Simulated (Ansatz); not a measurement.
# C3HN3Si: one species, many methods

The task here is to estimate one member of a computed series from the others.

Program: Ansatz 0.2.0, Gaussian basis. Level of theory: functionals in def2-TZVPP, the program's frozen cores in correlated methods. These are calculated values, not measurements.

The runs, in order: LDA (SPW92), PBE-D4, revPBE-D4, BLYP-D4, r2SCAN-D4, B97M-V, PBE0-D4, B3LYP-D4, r2SCANh-D4, r2SCAN0-D4, HSE06-D4, BHLYP-D4, CAM-B3LYP-D4, LC-ωPBE, ωB97X-V, ωB97M-V, B2PLYP, PBE-QIDH; CCSD(T)/def2-SVP; CCSD(T)/def2-TZVPP; MP2/def2-QZVPP; extrapolation to the limit; RPA on PBE.

## The geometry

An earlier PBE0-D4 in a triple-zeta def2 set relaxation fixed the geometry.

SMILES `N#C[SiH](C#N)C#N`, 8 atoms, charge 0, spin multiplicity 1.

Atoms are counted from 1 here; the program's logs count them from 0.

Bond lengths: N1–C2 1.151 Å, C2–Si3 1.830 Å, Si3–C4 1.830 Å, Si3–C6 1.830 Å, Si3–H8 1.470 Å, C4–N5 1.151 Å, C6–N7 1.151 Å. Angles: N1–C2–Si3 178.6°, C2–Si3–C4 108.2°, C2–Si3–C6 108.2°, C2–Si3–H8 110.7°, C4–Si3–C6 108.2°, C4–Si3–H8 110.7°, C6–Si3–H8 110.7°, Si3–C4–N5 178.5°, Si3–C6–N7 178.7°.

The first run:

in.yaml

```yaml
crystal:
  periodic: [false, false, false]
  atoms:
    - {symbol: N, position_ang: [2.394749, -1.582406, -0.120631]}
    - {symbol: C, position_ang: [1.378117, -1.059047, 0.010323]}
    - {symbol: Si, position_ang: [-0.252128, -0.260109, 0.244223]}
    - {symbol: C, position_ang: [-0.998548, 0.012943, -1.404710]}
    - {symbol: N, position_ang: [-1.492642, 0.168122, -2.432516]}
    - {symbol: C, position_ang: [0.017410, 1.371792, 1.028411]}
    - {symbol: N, position_ang: [0.171593, 2.390018, 1.542258]}
    - {symbol: H, position_ang: [-1.126351, -1.098313, 1.076843]}
basis:
  gaussian: {orbitals: def2-TZVPP}
hamiltonian: {xc: lda}
output: {orbitals: {seedname: orbitals}}
```

Command:

```sh
ansatz run in.yaml --threads 4 --pin off --events-out ev --progress --plain --max-ram 10444MiB
```

Steps of the session up to this table: LDA; PBE-D4 (GGA); revPBE-D4 (GGA); BLYP-D4 (GGA); r2SCAN-D4 (meta-GGA); B97M-V (meta-GGA); PBE0-D4 (hybrid); B3LYP-D4 (hybrid); r2SCANh-D4 (hybrid); r2SCAN0-D4 (hybrid); HSE06-D4 (hybrid); BHLYP-D4 (hybrid); CAM-B3LYP-D4 (range-separated); LC-ωPBE (range-separated); ωB97X-V (range-separated); ωB97M-V (range-separated); B2PLYP (double hybrid); PBE-QIDH (double hybrid).

One of the session's tables, all rows but one given; the rest of the session is left out.

It belongs to the step «Frontier levels by functional». 

```
  functional  HOMO (eV)  LUMO (eV)  gap (eV)
 LDA (SPW92)      -9.61      -3.61      6.00
      PBE-D4      -9.45      -3.35      6.10
   revPBE-D4      -9.38      -3.25      6.13
     BLYP-D4      -9.34      -3.19      6.14
   r2SCAN-D4      -9.84      -3.21      6.63
      B97M-V      -9.82      -3.14      6.69
     PBE0-D4     -10.93      -2.43      8.50
    B3LYP-D4          ?          ?         ?
  r2SCANh-D4     -10.38      -2.87      7.51
  r2SCAN0-D4     -11.16      -2.36      8.80
    HSE06-D4     -10.53      -2.81      7.72
    BHLYP-D4     -12.13      -1.37     10.76
CAM-B3LYP-D4     -12.37      -1.27     11.10
     LC-ωPBE     -13.82      -0.13     13.69
     ωB97X-V     -13.38      -0.19     13.19
     ωB97M-V     -13.23      -0.30     12.93
```

Q: Estimate the row for B3LYP-D4 from the others.

Worked estimate for «HOMO (eV)». Against the share of exact exchange, BLYP-D4 (0, -9.34), BHLYP-D4 (0.5, -12.13) give a slope of -5.58 per unit share; at 0.2 the line stands at -10.46.

As computed: HOMO (eV): -10.66; LUMO (eV): -2.63; gap (eV): 8.03. In «HOMO (eV)» the line misses by +0.20.
